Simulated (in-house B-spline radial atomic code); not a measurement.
**Yb¹¹⁺: excited configurations in jj coupling**

Aim: the energies of several excited configurations of Yb¹¹⁺ above a reference configuration, each from its own self-consistent run.

Method: Dirac-Hartree-Fock, average of configuration, Fermi nucleus, basis-set limit. Code: in-house B-spline radial atomic code version 1.

### 1 The atom as given

* element: ytterbium (Z = 70)
* charge: +11
* electrons: 59
* configuration: 1s2 2s2 2p6 3s2 3p6 3d10 4s2 4p6 4d10 4f-6 4f+5 5s2
* Hamiltonian: Dirac-Coulomb
* nucleus: Fermi, rms radius 5.311 fm

In configurations, a minus sign after the shell means j = l − 1/2 and a plus sign j = l + 1/2; the count of electrons follows.

The run's settings:

```ini
Z = 70
electrons = 59.0
configuration = 1s2 2s2 2p6 3s2 3p6 3d10 4s2 4p6 4d10 4f-6 4f+5 5s2
hamiltonian = dirac
method = hf
spin_polarised = False
nucleus = fermi
rms_radius = 5.3108
mass_number = 174
atomic_mass = 173.938867545
speed_of_light = 137.035999084
```

From the earlier run of the reference: total energy -14031.108661 hartree. Levels, eight at most:

```csv
orbital,occupation,energy (eV),<r> (bohr)
4s1/2,2,-716.69,0.4862
4p1/2,2,-624.87,0.4948
4p3/2,4,-570.29,0.5240
4d3/2,4,-420.63,0.5442
4d5/2,6,-405.98,0.5551
5s1/2,2,-238.59,1.075
4f5/2,6,-220.44,0.6192
4f7/2,5,-217.32,0.6273
```

### 2 Configuration 1s2 2s2 2p6 3s2 3p6 3d10 4s2 4p6 4d-3 4d+6 4f-3 4f+8 5s2 5g-1

The run's settings:

```ini
Z = 70
electrons = 59.0
configuration = 1s2 2s2 2p6 3s2 3p6 3d10 4s2 4p6 4d-3 4d+6 4f-3 4f+8 5s2 5g-1
hamiltonian = dirac
method = hf
spin_polarised = False
nucleus = fermi
rms_radius = 5.3108
mass_number = 174
atomic_mass = 173.938867545
speed_of_light = 137.035999084
```

### 3 Run with 1s2 2s2 2p6 3s2 3p6 3d10 4s2 4p6 4d10 4f-4 4f+6 5s2 9p+1

Settings: those of step 2 with these lines changed.

```diff
@@ -2,3 +2,3 @@
 electrons = 59.0
-configuration = 1s2 2s2 2p6 3s2 3p6 3d10 4s2 4p6 4d-3 4d+6 4f-3 4f+8 5s2 5g-1
+configuration = 1s2 2s2 2p6 3s2 3p6 3d10 4s2 4p6 4d10 4f-4 4f+6 5s2 9p+1
 hamiltonian = dirac
```

### 4 Run with 1s2 2s2 2p6 3s2 3p6 3d10 4s2 4p6 4d10 4f-6 4f+4 5s2 8d+1

Settings: those of step 3 with these lines changed.

```diff
@@ -2,3 +2,3 @@
 electrons = 59.0
-configuration = 1s2 2s2 2p6 3s2 3p6 3d10 4s2 4p6 4d10 4f-4 4f+6 5s2 9p+1
+configuration = 1s2 2s2 2p6 3s2 3p6 3d10 4s2 4p6 4d10 4f-6 4f+4 5s2 8d+1
 hamiltonian = dirac
```

### 5 1s2 2s2 2p6 3s2 3p6 3d10 4s2 4p6 4d-3 4d+6 4f-4 4f+7 5s2 8f-1

Settings: those of step 4 with these lines changed.

```diff
@@ -2,3 +2,3 @@
 electrons = 59.0
-configuration = 1s2 2s2 2p6 3s2 3p6 3d10 4s2 4p6 4d10 4f-6 4f+4 5s2 8d+1
+configuration = 1s2 2s2 2p6 3s2 3p6 3d10 4s2 4p6 4d-3 4d+6 4f-4 4f+7 5s2 8f-1
 hamiltonian = dirac
```

**Question.** How far above the reference does each configuration lie (order and size, in eV)?

The runs gave:

| net move | configuration | energy above the reference (eV) | with Breit, QED, recoil (eV) | largest <r> (bohr) |
| --- | --- | --- | --- | --- |
| 4f7/2 → 8d5/2 | 1s2 2s2 2p6 3s2 3p6 3d10 4s2 4p6 4d10 4f-6 4f+4 5s2 8d+1 | 168.67 | 168.83 | 5.27 |
| 2×4f5/2 → 4f7/2, 9p3/2 | 1s2 2s2 2p6 3s2 3p6 3d10 4s2 4p6 4d10 4f-4 4f+6 5s2 9p+1 | 180.49 | 180.49 | 6.44 |
| 4d3/2, 3×4f5/2 → 3×4f7/2, 5g7/2 | 1s2 2s2 2p6 3s2 3p6 3d10 4s2 4p6 4d-3 4d+6 4f-3 4f+8 5s2 5g-1 | 333.03 | 332.49 | 2.20 |
| 4d3/2, 2×4f5/2 → 2×4f7/2, 8f5/2 | 1s2 2s2 2p6 3s2 3p6 3d10 4s2 4p6 4d-3 4d+6 4f-4 4f+7 5s2 8f-1 | 377.61 | 377.11 | 6.09 |

The energies run from 168.67 eV (4f7/2 → 8d5/2) to 377.61 eV (4d3/2, 2×4f5/2 → 2×4f7/2, 8f5/2). 2 of them lie more than 2 % above the ionisation threshold that Koopmans' theorem gives (217.32 eV), where such states can decay by emitting an electron. Two partly filled shells share a symmetry and can mix in the average, which may lower the energy, for: 4d3/2, 2×4f5/2 → 2×4f7/2, 8f5/2. These are averages over configurations, without correlation, not spectroscopic levels.
